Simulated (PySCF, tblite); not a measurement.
# C4H11BO4Si: geometry, infrared bands, NMR shifts and electronic excitations, part 2 of 2

tblite 0.8.0 and PySCF 2.14.0. Atoms count from 0.

## (6) TDDFT and polarisability: CAM-B3LYP/def2-SVPD

What the job is given:

```
{"job": {"kind": "uv", "xc": "CAM-B3LYP", "basis": "def2-SVPD", "ip": true}, "charge": 0, "multiplicity": 1}
C     -3.025141     0.904092    -0.858333
O     -1.909288     1.207916    -0.058856
B     -1.101063     0.251078     0.451803
C      0.148518     0.753679     1.308429
C      1.317195     0.998487     0.411014
O      1.730891     2.073556     0.055167
O      1.894742    -0.137470    -0.028343
Si     3.217037     0.071966    -1.108629
O     -1.390657    -1.052275     0.210359
C     -0.644785    -2.133078     0.708572
H     -3.450909    -0.080264    -0.611591
H     -2.744295     0.904074    -1.924255
H     -3.786400     1.682041    -0.702133
H      0.428208    -0.000451     2.058759
H     -0.108756     1.700303     1.798691
H      3.608569    -1.332792    -1.404847
H      2.778321     0.756319    -2.352553
H      4.334516     0.786173    -0.438370
H     -0.826491    -2.279642     1.787080
H     -0.968745    -3.043223     0.183939
H      0.434397    -1.993899     0.543220
```

With the program's defaults for keys left out, this is: TDDFT CAM-B3LYP/def2-SVPD, vertical, gas phase, core orbitals frozen in the response.

Output:

```text
coarse grid: 18224 points
cycle   1  E = -773.3882857456  dE =  1.495e+00  |g| = 1.207e+00  |ddm| = 7.267e+00
cycle   2  E = -773.1520403586  dE =  2.362e-01  |g| = 1.709e+00  |ddm| = 3.769e+00
cycle   3  E = -773.6642421588  dE = -5.122e-01  |g| = 1.851e-01  |ddm| = 2.381e+00
cycle   4  E = -773.6691614995  dE = -4.919e-03  |g| = 1.010e-01  |ddm| = 2.875e-01
cycle   5  E = -773.6709566914  dE = -1.795e-03  |g| = 1.773e-02  |ddm| = 1.284e-01
cycle   6  E = -773.6710260305  dE = -6.934e-05  |g| = 4.740e-03  |ddm| = 3.763e-02
cycle   7  E = -773.6710316243  dE = -5.594e-06  |g| = 1.242e-03  |ddm| = 1.182e-02
final grid: 171896 points
cycle   8  E = -773.8152497704  dE = -5.065e-05  |g| = 4.228e-03  |ddm| = 1.686e-01
cycle   9  E = -773.8152493720  dE =  3.984e-07  |g| = 4.784e-03  |ddm| = 2.338e-02
cycle  10  E = -773.8152537514  dE = -4.379e-06  |g| = 8.646e-04  |ddm| = 6.537e-03
cycle  11  E = -773.8152538791  dE = -1.276e-07  |g| = 2.974e-04  |ddm| = 1.462e-03
cycle  12  E = -773.8152538938  dE = -1.474e-08  |g| = 1.292e-04  |ddm| = 7.396e-04
cycle  13  E = -773.8152538969  dE = -3.100e-09  |g| = 1.661e-05  |ddm| = 1.767e-04
cycle  14  E = -773.8152538970  dE = -8.276e-11  |g| = 4.686e-06  |ddm| = 4.802e-05
converged SCF energy = -773.8152538970

Static polarisability (au): isotropic 101.139, principal 89.461 102.538 111.416

Singlet excitations
state   eV       nm        f      main configurations
  1   5.8840    210.7   0.00442   H->L+1 0.73
  2   7.5333    164.6   0.02000   H->L 0.69
  3   7.8026    158.9   0.00012   H-1->L 0.70, H-1->L+3 0.09, H-1->L+2 0.08
  4   7.8758    157.4   0.07964   H-2->L+1 0.53
  5   7.9733    155.5   0.08180   H-1->L+1 0.63
  6   8.0635    153.8   0.00472   H-3->L 0.53, H-3->L+2 0.28
  7   8.1455    152.2   0.07571   H-3->L+1 0.35, H->L+2 0.18, H->L 0.08
  8   8.3176    149.1   0.01285   H-2->L 0.36, H->L+3 0.15, H-3->L+1 0.12
  9   8.3497    148.5   0.00706   H-5->L+1 0.16, H-8->L+1 0.15, H-4->L+1 0.14
 10   8.3718    148.1   0.02777   H-6->L+2 0.17, H-6->L 0.16, H-5->L+1 0.11

Triplet excitations (Tamm-Dancoff, eV): 5.3916 6.2572 7.0746 7.3635
Vertical ionisation energy (delta-SCF) = 10.3212 eV
```

It took 23 min on 1 thread of Arm Neoverse N1, shared host; peak memory 1.7 GiB.

The orbitals next to the gap, with their largest atomic shares:

```
orbital      eV                         atoms
 HOMO−3  -10.65    O6 36 %, O5 21 %, Si7 16 %
 HOMO−2  -10.40     O8 26 %, O5 12 %, O1 11 %
 HOMO−1   -9.88      O1 36 %, O8 28 %, C0 9 %
   HOMO   -9.60     O5 58 %, C3 10 %, O6 10 %
   LUMO    0.71     B2 25 %, Si7 15 %, C4 6 %
 LUMO+1    0.99     C4 26 %, O5 20 %, B2 11 %
 LUMO+2    1.20  Si7 40 %, H15 11 %, H16 11 %
```

With each of the 10 states as a Gaussian band of 0.4 eV half-width at 1/e, the curve within the window shown has maxima at 211 nm (ε 180), 155 nm (ε 10,000) L/(mol cm). Beyond the last state computed it falls off for lack of states. The curve at chosen wavelengths:

| nm | ε (L/mol/cm) |
| --- | --- |
| 143 | 1808 |
| 147 | 5066 |
| 150 | 7978 |
| 154 | 10181 |
| 158 | 8957 |
| 161 | 6564 |
| 165 | 3446 |
| 168 | 1867 |
| 172 | 724 |
| 176 | 244 |
| 179 | 98 |
| 183 | 26 |
| 187 | 11 |
| 190 | 15 |
| 194 | 36 |
| 198 | 73 |
| 201 | 108 |
| 205 | 151 |
| 209 | 176 |
| 212 | 178 |
| 216 | 157 |
| 219 | 132 |
| 223 | 93 |
| 227 | 59 |
| 230 | 39 |
| 234 | 21 |

Leading natural transition orbitals of singlet state 5: the hole lies on O1, O8 about 33 % each; H11, H18 about 6 % each; the particle on B2 27 %; C4 22 %; O5 12 %.

Leading natural transition orbitals of singlet state 1: the hole lies on O5 73 %; O6 11 %; the particle on C4 48 %; O5 26 %; O6 9 %.

Ground-state properties from the same run:

```csv
property,computed
dipole moment (D),3.04
polarisability (Å³),14.99
HOMO–LUMO gap (eV),10.31
−ε(HOMO) (eV),9.60
```

## (7) Nuclear shieldings: CAM-B3LYP/pcSseg-1

Settings changed since step 6:

```diff
@@ -1,2 +1,2 @@
-{"job": {"kind": "uv", "xc": "CAM-B3LYP", "basis": "def2-SVPD", "ip": true}, "charge": 0, "multiplicity": 1}
+{"job": {"kind": "nmr", "xc": "CAM-B3LYP", "basis": "pcSseg-1", "pop": false}, "charge": 0, "multiplicity": 1}
 C     -3.025141     0.904092    -0.858333
```

With the program's defaults for keys left out, this is: GIAO CAM-B3LYP/pcSseg-1 NMR shielding, non-relativistic, gas phase.

Output:

```text
coarse grid: 18224 points
cycle   1  E = -773.7788543279  dE =  1.564e+00  |g| = 1.270e+00  |ddm| = 3.911e+00
cycle   2  E = -773.5398224436  dE =  2.390e-01  |g| = 1.776e+00  |ddm| = 1.775e+00
cycle   3  E = -774.0644843314  dE = -5.247e-01  |g| = 1.978e-01  |ddm| = 1.081e+00
cycle   4  E = -774.0699240220  dE = -5.440e-03  |g| = 1.049e-01  |ddm| = 1.703e-01
cycle   5  E = -774.0717181762  dE = -1.794e-03  |g| = 1.854e-02  |ddm| = 6.566e-02
cycle   6  E = -774.0717888713  dE = -7.070e-05  |g| = 5.074e-03  |ddm| = 1.632e-02
cycle   7  E = -774.0717947354  dE = -5.864e-06  |g| = 1.419e-03  |ddm| = 4.591e-03
final grid: 171896 points
cycle   8  E = -774.1851047162  dE = -4.231e-05  |g| = 5.088e-03  |ddm| = 1.721e-02
cycle   9  E = -774.1851036777  dE =  1.039e-06  |g| = 5.878e-03  |ddm| = 6.380e-03
cycle  10  E = -774.1851099121  dE = -6.234e-06  |g| = 9.708e-04  |ddm| = 3.489e-03
cycle  11  E = -774.1851100665  dE = -1.544e-07  |g| = 2.807e-04  |ddm| = 6.646e-04
cycle  12  E = -774.1851100779  dE = -1.135e-08  |g| = 1.441e-04  |ddm| = 2.499e-04
cycle  13  E = -774.1851100815  dE = -3.612e-09  |g| = 1.756e-05  |ddm| = 8.827e-05
cycle  14  E = -774.1851100816  dE = -8.549e-11  |g| = 4.892e-06  |ddm| = 2.252e-05
converged SCF energy = -774.1851100816

GIAO shielding tensors (ppm)
atom      isotropic    diamagn.    paramagn.     s11        s22        s33       span
  0 C      130.884     240.455    -109.571    101.018    111.112    180.521     79.503
  1 O      228.559     397.099    -168.540     97.572    252.392    335.714    238.142
  2 B       71.378     197.070    -125.693     61.844     67.584     84.704     22.860
  3 C      156.774     254.377     -97.603    135.645    147.328    187.348     51.703
  4 C       -0.088     253.830    -253.918   -105.606     34.983     70.360    175.966
  5 O     -129.872     403.050    -532.922   -380.708   -244.817    235.908    616.616
  6 O      135.082     403.173    -268.090     -7.927    175.642    237.532    245.459
  7 Si     381.133     878.566    -497.433    343.331    352.553    447.514    104.183
  8 O      230.398     397.657    -167.259     64.385    278.123    348.686    284.302
  9 C      128.617     244.967    -116.349    103.040    103.830    178.982     75.941
 10 H       27.223      28.703      -1.480     22.616     26.790     32.263      9.647
 11 H       27.930      29.360      -1.430     23.854     25.814     34.122     10.268
 12 H       27.845      26.644       1.201     23.540     25.841     34.155     10.615
 13 H       29.239      32.573      -3.334     27.339     28.431     31.947      4.608
 14 H       29.532      31.375      -1.843     26.394     27.800     34.403      8.009
 15 H       26.948      28.988      -2.040     23.719     25.806     31.319      7.600
 16 H       26.569      29.528      -2.959     23.382     25.120     31.206      7.824
 17 H       26.550      27.619      -1.069     23.332     24.752     31.565      8.234
 18 H       27.768      29.459      -1.691     24.352     25.260     33.691      9.339
 19 H       27.574      29.045      -1.471     23.686     25.756     33.280      9.594
 20 H       26.787      32.283      -5.496     21.825     27.612     30.925      9.100
```

Run time: 1.8 min. Hardware: 1 thread of Arm Neoverse N1, shared host; peak memory 1.4 GiB.

In short: δ C4 182.5, C0 52.7, C3 25.7, O5 468.4, H15 4.64, H10 3.81 ppm (means over like atoms).

## (8) Run by run: NMR shifts

Shifts (ppm) of some atoms, chosen among heavy atoms and hydrogens apart, means over like atoms, with basis size and wall time:

| run | C4 | H15 | H13 | O5 | O6 | B2 | Si7 | functions | time |
| --- | --- | --- | --- | --- | --- | --- | --- | --- | --- |
| PBE0/pcSseg-1 | 177.9 | 4.72 | 2.03 | 461.8 | 202.4 | 26.7 | -35.0 | 232 | 2 min |
| CAM-B3LYP/pcSseg-1 | 182.5 | 4.64 | 1.94 | 468.4 | 203.5 | 28.0 | -37.7 | 232 | 1.8 min |

## (9) Outcome

What follows sums up all 2 parts.

```
                                                               quantity                        value
                              strongest single infrared mode (GFN2-xTB)        1294 cm⁻¹, 616 km/mol
                                           zero-point energy (GFN2-xTB)                95.3 kcal/mol
                                                            point group                           C1
                                   rotational constants (main isotopes)         1.69, 0.64, 0.55 GHz
13C shifts against TMS (PBE0/pcSseg-1, means over atoms taken as alike)        177.9, 52.5, 25.1 ppm
 1H shifts against TMS (PBE0/pcSseg-1, means over atoms taken as alike)         4.72, 3.78, 2.03 ppm
17O shifts against H2O (PBE0/pcSseg-1, means over atoms taken as alike)      461.8, 202.4, 109.1 ppm
                            11B shifts against BF3·OEt2 (PBE0/pcSseg-1)                     26.7 ppm
                                29Si shifts against TMS (PBE0/pcSseg-1)                    -35.0 ppm
                                  surface potential, 1st and 99th percentile           -1.71 V and 1.09 V
                                   lowest singlet (CAM-B3LYP/def2-SVPD)  5.88 eV (211 nm), f = 0.004
                               brightest single state of those computed  state 5, 7.97 eV, f = 0.082
                                                         lowest triplet                      5.39 eV
                                      vertical ionisation energy (ΔSCF)                     10.32 eV
                                               range of the shift of O5           461.8 to 468.4 ppm
```

**Reading.** The optimisation took 178 steps and gained 2.205 eV; among the close pairs (by a distance rule), O1–B2 changed most, from 1.493 to 1.344 Å (GFN2-xTB). All 57 modes are real, so the xTB geometry is a minimum. The strongest single mode, at 1294 cm⁻¹, moves mainly B2. GFN2-xTB is a fitted tight-binding method: band positions and strengths are rough. Its intensities can rank the bands wrongly. Relaxing lowered the energy by 0.304 eV in 11 steps; the close pair that moved most is B2–C3, from 1.671 to 1.596 Å (PBE0/def2-SVP). No frequency check was run at this level, so the end point may be a saddle. At PBE0/pcSseg-1: The widest tensor belongs to O5: span 597 ppm, with a paramagnetic part of -529 ppm. The first singlet state (HOMO→LUMO+1 0.73) lies at 5.88 eV and is weak; of the 10 states computed, the strongest absorption comes from state 5 at 7.97 eV. The lowest triplet lies 0.49 eV below the lowest singlet (triplets in Tamm-Dancoff, singlets in full TDDFT). The orbital energy would give 9.60 eV for ionisation, ΔSCF gives 10.32 eV. Across the 2 runs the shift of O5 moves most, between 461.8 (PBE0/pcSseg-1) and 468.4 ppm (CAM-B3LYP/pcSseg-1). Part of that comes from the computed reference.
